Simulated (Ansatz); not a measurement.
# ClH9Si4: the cost of one run

All numbers below are computed with Ansatz 0.2.0 (RKS PBE0-D4/STO-3G).

**1. The starting structure**

Bond lengths: Si1–Cl2 2.130 Å, Si1–Si3 2.220 Å, Si3–H4 1.460 Å, Si3–H5 1.460 Å, Si3–H6 1.460 Å, Si1–Si7 2.218 Å, Si7–H8 1.460 Å, Si7–H9 1.460 Å, Si7–H10 1.460 Å, Si1–Si11 2.218 Å, Si11–H12 1.460 Å, Si11–H13 1.460 Å, Si11–H14 1.460 Å. Angles (14 of 24 angles, heavy atoms first): Cl2–Si1–Si3 109.5°, Cl2–Si1–Si7 109.5°, Cl2–Si1–Si11 109.5°, Si3–Si1–Si7 109.5°, Si3–Si1–Si11 109.5°, Si7–Si1–Si11 109.5°, Si1–Si3–H4 109.5°, Si1–Si3–H5 109.5°, Si1–Si3–H6 109.5°, Si1–Si7–H8 109.5°, Si1–Si7–H9 109.5°, Si1–Si7–H10 109.5°, Si1–Si11–H12 109.5°, Si1–Si11–H13 109.5°.

Structure file:

```xyz
14

Si    0.0000    0.0000    0.0000
Cl    0.0000    0.0000    2.1300
Si    2.0935    0.0000   -0.7393
H     2.5508   -1.3762   -0.9079
H     2.1573    0.6939   -2.0222
H     2.9510    0.6823    0.2255
Si   -1.0456    1.8115   -0.7393
H    -2.4302    1.4780   -1.0607
H    -1.0215    2.8436    0.2931
H    -0.3743    2.3069   -1.9374
Si   -1.0456   -1.8115   -0.7393
H    -1.7029   -2.4846    0.3772
H    -2.0454   -1.4265   -1.7311
H    -0.0777   -2.7173   -1.3511
```

**2. Preparing the start**

Contents of input.yaml:

```yaml
crystal:
  periodic: [false, false, false]
  atoms:
    - { symbol: Si, position_ang: [0.0, 0.0, 0.0] }
    - { symbol: Cl, position_ang: [0.0, 0.0, 2.13] }
    - { symbol: Si, position_ang: [2.0935, 0.0, -0.7393] }
    - { symbol: H, position_ang: [2.5508, -1.3762, -0.9079] }
    - { symbol: H, position_ang: [2.1573, 0.6939, -2.0222] }
    - { symbol: H, position_ang: [2.951, 0.6823, 0.2255] }
    - { symbol: Si, position_ang: [-1.0456, 1.8115, -0.7393] }
    - { symbol: H, position_ang: [-2.4302, 1.478, -1.0607] }
    - { symbol: H, position_ang: [-1.0215, 2.8436, 0.2931] }
    - { symbol: H, position_ang: [-0.3743, 2.3069, -1.9374] }
    - { symbol: Si, position_ang: [-1.0456, -1.8115, -0.7393] }
    - { symbol: H, position_ang: [-1.7029, -2.4846, 0.3772] }
    - { symbol: H, position_ang: [-2.0454, -1.4265, -1.7311] }
    - { symbol: H, position_ang: [-0.0777, -2.7173, -1.3511] }
basis:
  gaussian: { orbitals: STO-3G }
hamiltonian:
  xc: pbe0
  dispersion: d4
relax:
  f_tol: 0.02
  max_steps: 40
output:
  orbitals: {}
```

Run with:

```console
$ ansatz run input.yaml --threads 1 --pin off --max-ram 2048MiB --backend cpu --events-out ev --progress --plain --runs-dir out
```

What time and memory should one allow on 1 thread of Arm Neoverse V2, shared host?

About 69 s, with a peak of 0.15 GiB.
